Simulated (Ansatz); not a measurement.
# C₃H₉BO: vertical ionisation energy

How much energy removes an electron from C₃H₉BO at fixed geometry? The cation is run at each level and the neutral's energy taken from earlier runs.

The runs use Ansatz 0.2.0, Gaussian basis; unrestricted cation, the program's frozen cores in correlated methods.

Plan: UKS PBE-D4/def2-TZVPP; UKS r2SCAN-D4/def2-TZVPP; UKS PBE0-D4/def2-TZVPP; UKS B3LYP-D4/def2-TZVPP; UKS wB97X-V/def2-TZVPP; UKS wB97M-V/def2-TZVPP; UKS B2PLYP/def2-TZVPP; UHF-CCSD(T)/def2-TZVPP; UHF-MP2/def2-QZVPP; extrapolation to the limit; then −ε(HOMO) from the neutral's earlier runs with LDA (SPW92), PBE-D4, revPBE-D4, BLYP-D4, r2SCAN-D4, B97M-V, PBE0-D4, B3LYP-D4, r2SCANh-D4, r2SCAN0-D4, HSE06-D4, BHLYP-D4, CAM-B3LYP-D4, LC-ωPBE, ωB97X-V, ωB97M-V.

### Step 1. Structure used throughout

The geometry comes from an earlier relaxation with PBE0-D4 in a triple-zeta def2 set; it is a stationary point, not always the lowest conformer.

SMILES `[BH3-][O+]=C(C)C`, 14 atoms, charge 0, spin multiplicity 1.

Atoms are counted from 1 here; the program's logs count them from 0.

Bond lengths: B1–O2 1.588 Å, B1–H6 1.203 Å, B1–H7 1.217 Å, B1–H8 1.217 Å, O2–C3 1.233 Å, C3–C4 1.477 Å, C3–C5 1.484 Å, C4–H9 1.095 Å, C4–H10 1.088 Å, C4–H11 1.095 Å, C5–H12 1.094 Å, C5–H13 1.094 Å, C5–H14 1.088 Å. Angles: O2–B1–H6 104.6°, O2–B1–H7 105.4°, O2–B1–H8 105.4°, H6–B1–H7 114.3°, H6–B1–H8 114.3°, H7–B1–H8 111.7°, B1–O2–C3 124.1°, O2–C3–C4 121.3°, O2–C3–C5 118.4°, C4–C3–C5 120.3°, C3–C4–H9 108.4°, C3–C4–H10 112.6°, C3–C4–H11 108.4°, H9–C4–H10 111.3°, H9–C4–H11 104.7°, H10–C4–H11 111.2°, C3–C5–H12 109.4°, C3–C5–H13 109.4° and more.

### Step 2. Cation, UKS PBE-D4/def2-TZVPP

File in.yaml:

```yaml
crystal:
  periodic: [false, false, false]
  atoms:
    - {symbol: B, position_ang: [-1.846048, 0.323444, 0.922059]}
    - {symbol: O, position_ang: [-0.378335, -0.280300, 0.981178]}
    - {symbol: C, position_ang: [0.438883, -0.201210, 0.061425]}
    - {symbol: C, position_ang: [0.106038, 0.482184, -1.205162]}
    - {symbol: C, position_ang: [1.777590, -0.812082, 0.253295]}
    - {symbol: H, position_ang: [-2.330059, 0.048423, 1.988302]}
    - {symbol: H, position_ang: [-2.381828, -0.220206, -0.025657]}
    - {symbol: H, position_ang: [-1.697854, 1.516359, 0.732800]}
    - {symbol: H, position_ang: [-0.201855, 1.507316, -0.973918]}
    - {symbol: H, position_ang: [0.929609, 0.468595, -1.915624]}
    - {symbol: H, position_ang: [-0.788932, 0.012131, -1.626224]}
    - {symbol: H, position_ang: [1.953052, -1.556255, -0.529467]}
    - {symbol: H, position_ang: [2.547964, -0.044755, 0.130496]}
    - {symbol: H, position_ang: [1.858874, -1.272746, 1.235298]}
basis:
  gaussian: {orbitals: def2-TZVPP}
total_charge: 1
magnetization: {spin_polarized: true, initial_magnetization: 1}
hamiltonian: {xc: pbe, dispersion: d4}
```

On the command line:

```bash
$ ansatz run in.yaml --threads 2 --pin off --events-out ev --progress --plain --max-ram 22528MiB --backend cuda --devices 0, --max-vram 18GiB
```

Further steps of the session: Cation, UKS r2SCAN-D4/def2-TZVPP; Cation, UKS PBE0-D4/def2-TZVPP; Cation, UKS B3LYP-D4/def2-TZVPP; Cation, UKS wB97X-V/def2-TZVPP; Cation, UKS wB97M-V/def2-TZVPP; Cation, UKS B2PLYP (frozen core)/def2-TZVPP; Cation, UHF-CCSD(T)/def2-TZVPP; Cation, UHF-MP2/def2-QZVPP.

Q: Predict the results of all the runs planned. Wanted: ionisation energy, CCSD(T)/CBS; nearest functional by difference; nearest −ε(HOMO); −ε(HOMO) of PBE; T1 of the cation.

**Answer**, as computed:

| quantity | value |
| --- | --- |
| ionisation energy, CCSD(T)/CBS | 10.42 eV |
| nearest functional by difference | ωB97X-V (-0.28 eV) |
| nearest −ε(HOMO) | LC-ωPBE (+0.04 eV) |
| −ε(HOMO) of PBE | 6.27 eV |
| T1 of the cation | 0.059 |

**Reading.** By cation minus neutral, the functionals miss by 0.78 eV at most. The PBE orbital energy is 4.2 eV too small: a semilocal HOMO is no ionisation energy. Among orbital estimates LC-ωPBE comes nearest. Hartree-Fock falls 1.03 eV short, as the neutral has more correlation energy than the cation. The cation's T1 (from the report) is 0.059, above the customary mark of 0.045 for open shells, so the coupled-cluster value is less safe.
